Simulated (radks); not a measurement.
# Ionisation energy and size from C⁴⁺ to Ne⁴⁺

An exercise on one series of results from a longer session: the logs are not shown, and one member is left open.

Method: scalar-relativistic Kohn-Sham, PBE, spin-polarised, spherical densities, finite nucleus; open shells are filled with parallel spins first. Code: radks (a radial shooting solver on a logarithmic mesh, Libxc functionals) version 1.

### The system

| Quantity | Value |
| --- | --- |
| species | C⁴⁺, N⁴⁺, O⁴⁺, F⁴⁺, Ne⁴⁺ |
| runs | 10, each species and its next ion |

Set-up of the first run:

Input:

```text
Z 6
configuration [He]
relativity scalar-relativistic
functional pbe,pbe
spin polarised
nucleus finite rms 2.4702 fm
c 137.035999084
```

Among the steps run: C⁴⁺, [He]; C⁵⁺, 1s1; N⁴⁺, [He] 2s1; N⁵⁺, [He]; O⁴⁺, [He] 2s2; O⁵⁺, [He] 2s1; F⁴⁺, [He] 2s2 2p1; F⁵⁺, [He] 2s2; Ne⁴⁺, [He] 2s2 2p2; Ne⁵⁺, [He] 2s2 2p1.

One table of the session follows, with a row left open; its other results are not shown here.

| species | Δ-SCF (eV) | −ε(HOMO) (eV) | its <r> (bohr) |
| --- | --- | --- | --- |
| C⁴⁺ | 391.38 | 357.73 | 0.268 |
| N⁴⁺ | 98.433 | 89.601 | 1.05 |
| O⁴⁺ | ? | ? | ? |
| F⁴⁺ | 114.49 | 100.89 | 0.843 |
| Ne⁴⁺ | 127.03 | 112.00 | 0.772 |

**Question.** Estimate the row for O⁴⁺.

**Answer.** Δ-SCF (eV): 112.70; −ε(HOMO) (eV): 102.72; its <r> (bohr): 0.931. In the column «Δ-SCF (eV)» it lies between N⁴⁺ (98.433) and F⁴⁺ (114.49).

For F⁴⁺, Ne⁴⁺ the highest level isn't the widest one, so −ε(HOMO) and <r> belong to different orbitals, and Δ-SCF follows the ion's typed configuration. Open shells are spherical and high-spin; term and fine-structure splittings are not resolved.
